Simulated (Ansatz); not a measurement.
# CHAlGa: the cost of one run

Computed with Ansatz 0.2.0, Gaussian basis. Level: cc-pVTZ, all electrons in the functionals, frozen cores in the correlation of double hybrids and RPA.

The runs, in order: PBE, r2SCAN, PBE0, B3LYP, wB97M-V, B2PLYP, RPA-PBE, at charge 0, doublet; charge 0, quartet; charge 1, singlet; charge 1, triplet.

5 further runs of the same task are left out: 5 set aside as unsound or not needed. Runs told in other sessions of the task aren't counted.

## (1) The system

The geometry is a PBE0/def2-TZVP stationary point (not a proven minimum). No spin-orbit coupling is included. The filled d shell of Ga may be among the frozen orbitals whatever the setting's name suggests.

4 atoms, charge 0, spin multiplicity 2.

Atoms are counted from 1 here; the program's logs count them from 0.

Bond lengths: Al1–C2 1.865 Å, C2–Ga3 1.908 Å, C2–H4 1.098 Å. Angles: Al1–C2–Ga3 122.6°, Al1–C2–H4 121.7°, Ga3–C2–H4 115.7°.

No dispersion term is added; wB97M-V holds VV10 nonlocal correlation. B3LYP takes the VWN-RPA correlation.

The geometry shown and the zero of energy belong to the point charge 0, doublet. The yardstick, UCCSD(T), and other wave-function levels (R restricted, U unrestricted, valence and pair active spaces) come from earlier runs.

## (2) PBE, charge 0, doublet

File in.yaml:

```yaml
crystal:
  periodic: [false, false, false]
  atoms:
    - {symbol: Al, position_ang: [0.000000, -0.223190, 2.288777]}
    - {symbol: C, position_ang: [0.000000, 0.756460, 0.702219]}
    - {symbol: Ga, position_ang: [0.000000, -0.070755, -1.016840]}
    - {symbol: H, position_ang: [0.000000, 1.854907, 0.702710]}
basis:
  gaussian: {orbitals: cc-pVTZ}
magnetization: {spin_polarized: true, initial_magnetization: 1}
hamiltonian: {xc: {name: PBE}}
output: {orbitals: {seedname: orbitals}}
```

On the command line:

```console
ansatz run in.yaml --threads 2 --pin off --events-out ev --progress --plain --max-ram 24576MiB --backend cuda --devices 0, --max-vram 18GiB
```

What time and memory should one allow on 1 × H100 (card shared with other runs) with 2 threads of AMD EPYC 7R13, shared host?

About 4.4 s, with a peak of 0.78 GiB on the host.
